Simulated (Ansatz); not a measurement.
This script for a single point in a Gaussian basis of C₃H₇NOSi, SMILES C=CN=CO[SiH3] with Ansatz 0.2.0, Python API holds a mistake.

The script, `c3h7nosi.py`:
```python
# -*- coding: utf-8 -*-
'''Single point of C3H7NOSi in a Gaussian basis.'''

import sys

import ansatz as az
from ase import Atoms
import numpy as np


def main():
    atoms = Atoms(['C', 'C', 'N', 'C', 'O', 'Si', 'H', 'H', 'H', 'H', 'H', 'H', 'H'], positions=[
        (-0.0937, -2.6063, 1.0811),
        (-0.6217, -1.705, 0.1635),
        (-0.1607, -0.4288, 0.0585),
        (-0.5844, 0.3237, -0.8382),
        (-0.3038, 1.586, -1.0918),
        (0.8627, 2.4417, -0.2505),
        (0.6738, -2.2638, 1.7569),
        (-0.492, -3.5532, 1.136),
        (-1.4065, -2.0139, -0.4648),
        (-1.4593, 0.0126, -1.5063),
        (2.1809, 1.787, -0.406),
        (0.9678, 3.806, -0.7943),
        (0.4574, 2.5793, 1.1707),
    ])
    c3h7nosi = az.Crystal.molecule_from_ase(atoms)

    model = (
        c3h7nosi.calculation()
        .basis(gaussian='cc-pVDZ')
        .functional('PBE0')
        .forces()
    )
    try:
        report = model.report
    except az.AnsatzError as error:
        sys.exit(f'{type(error).__name__}: {error}')

    for key in ('converged', 'free_energy_ev', 'reference_energy_ev', 'n_frozen', 'n_occupied', 'n_virtual'):
        print(f'{key:22s} {report[key]}')

    field = report['mean_field']
    print('<S^2> =', round(abs(field['state']['spin_squared']), 4), ' relativity:', field['relativity'])
    print('passes:', field['passes'])
    if 'symmetry' in field:
        print('occupied orbitals by irrep:', field['symmetry']['occupied'])

    symbols = [site.symbol for site in c3h7nosi.cartesian_sites]
    forces = np.array(report['forces_ev_ang'])
    print('largest force', round(float(np.linalg.norm(forces, axis=1).max()), 4), 'eV/A, rms', round(float(np.sqrt((forces ** 2).mean())), 4))

    charges = report['charge_distribution']
    dipole = np.array(charges['dipole_moment_e_ang']) * 4.803205
    print('dipole (D): {:.3f} {:.3f} {:.3f}, length {:.3f}'.format(*dipole, np.linalg.norm(dipole)))
    print('atom  Mulliken   Lowdin')
    for symbol, m, l in zip(symbols, charges['mulliken_charges_e'], charges['lowdin_charges_e']):
        print(f'{symbol:4s} {m:9.3f} {l:8.3f}')


if __name__ == '__main__':
    main()
```

Running `python c3h7nosi.py` prints:
```text
Traceback (most recent call last):
  File "c3h7nosi.py", line 62, in <module>
    main()
    ~~~~^^
  File "c3h7nosi.py", line 36, in main
    report = model.report
             ^^^^^^^^^^^^
AttributeError: 'Calculation' object has no attribute 'report'
```

What is wrong, and how is it mended?

The fault: the calculation is never run. The change:

```diff
--- before
+++ after
@@ -35,3 +35,3 @@
     try:
-        report = model.report
+        report = model.run(threads=1, backend='cpu').report
     except az.AnsatzError as error:
```

The mended script runs so:

Output of `python c3h7nosi.py`:
```text
converged              True
free_energy_ev         -14628.078165587367
reference_energy_ev    -14628.078165587367
n_frozen               0
n_occupied             [27, 27]
n_virtual              [96, 96]
<S^2> = 0.0  relativity: none
passes: {'evaluations': 18, 'products': 13}
occupied orbitals by irrep: [{'A': 27}, {'A': 27}]
largest force 4.7904 eV/A, rms 1.42
dipole (D): -0.373 0.361 -0.561, length 0.764
atom  Mulliken   Lowdin
C       -0.005    0.002
C       -0.015   -0.130
N       -0.205    0.193
C        0.243   -0.295
O       -0.358    0.239
Si       0.405    0.175
H        0.041    0.011
H        0.026   -0.012
H       -0.010   -0.010
H        0.024    0.003
H       -0.047   -0.057
H       -0.052   -0.059
H       -0.048   -0.058
```

What to keep in mind:
- Total energies depend on the basis set; only differences at equal settings carry meaning.
- The geometry is a force-field or estimated start, not a minimum of this method, and the basis set is short of its limit.
- The Löwdin charges here are taken after orthogonalising the functions within each atom; they differ from plain Löwdin charges, and their signs can be unphysical.
- The whole script took 7.3 s on 1 thread of Arm Neoverse V1 (shared host), peak memory 0.33 GiB.

(A comment or docstring line of the script was reworded after the run, the code is as it ran; lines on the test bed's own set-up are left out of the output.)
